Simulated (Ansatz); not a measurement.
# H11C2NO4: the cost of one run

All numbers below are computed with Ansatz 0.2.0 (DFT LDA, plane waves, PAW, scalar-relativistic, no spin polarisation).

## (1) The structure to begin with

The cell holds 18 atoms (C2H11NO4): a = 5.915 Å, b = 5.915 Å, c = 5.915 Å, α = 90.00°, β = 90.00°, γ = 90.00°.

As a file:

```xyz
18
Lattice="5.9155 0.0000 0.0000 0.0000 5.9155 0.0000 0.0000 0.0000 5.9155" Properties=species:S:1:pos:R:3 pbc="T T T"
O     1.7888    0.8608    0.9996
H     2.2775    1.5750    1.4346
H     2.4101    0.5202    0.3392
O     3.1175    4.3534    0.8627
H     2.2973    4.8072    1.1064
H     3.8074    4.8520    1.3248
O     3.7685    6.1115    4.6183
H     3.2781    6.0470    3.7855
H     4.3998    5.3781    4.5758
O     0.7987    4.7730    2.5653
H     1.2238    3.9046    2.6224
H     0.2085    4.7960    3.3329
C     1.1621    2.0921    4.4650
C     0.0500    2.1004    3.5178
N    -0.8470    2.1071    2.7538
H     1.8615    2.8966    4.2300
H     0.7906    2.2343    5.4815
H     1.6917    1.1390    4.4139
```

## (2) Preparing the start

File input.yaml:

```yaml
accuracy: low
crystal:
  lattice:
    - [5.915482, 0.0, 0.0]
    - [0.0, 5.915482, 0.0]
    - [0.0, 0.0, 5.915482]
  atoms:
    - { symbol: O, position: [0.3023926, 0.1455199, 0.1689759] }
    - { symbol: H, position: [0.3850077, 0.2662459, 0.2425204] }
    - { symbol: H, position: [0.4074146, 0.0879401, 0.0573347] }
    - { symbol: O, position: [0.5270086, 0.735927, 0.145836] }
    - { symbol: H, position: [0.3883515, 0.8126434, 0.1870378] }
    - { symbol: H, position: [0.6436326, 0.8202179, 0.2239557] }
    - { symbol: O, position: [0.6370635, 1.0331297, 0.7807074] }
    - { symbol: H, position: [0.554154, 1.0222316, 0.639938] }
    - { symbol: H, position: [0.7437701, 0.9091498, 0.7735306] }
    - { symbol: O, position: [0.1350256, 0.8068695, 0.4336566] }
    - { symbol: H, position: [0.2068783, 0.6600611, 0.4433143] }
    - { symbol: H, position: [0.0352538, 0.8107518, 0.563423] }
    - { symbol: C, position: [0.196453, 0.3536641, 0.7548041] }
    - { symbol: C, position: [0.0084586, 0.3550716, 0.5946841] }
    - { symbol: "N", position: [-0.1431839, 0.356207, 0.4655262] }
    - { symbol: H, position: [0.3146805, 0.4896602, 0.7150733] }
    - { symbol: H, position: [0.1336437, 0.3777059, 0.9266418] }
    - { symbol: H, position: [0.2859837, 0.192541, 0.746154] }
basis:
  ecutwfc: 420.0
kpoints:
  mp_grid: { grid: [1, 1, 1] }
hamiltonian:
  xc: lda
scf:
  occupations: { method: fermi_dirac, width: 0.02 }
  lower_state_search: "off"
relax:
  f_tol: 0.3
  max_steps: 15
  adjacent_minimum: "off"
```

Launch:

```
ansatz run input.yaml --threads 1 --pin off --max-ram 3072MiB --backend cpu --events-out ev --progress --plain --runs-dir out
```

What time and memory should one allow on 1 thread of Arm Neoverse V2, shared host?

About 13 s, with a peak of 0.29 GiB.
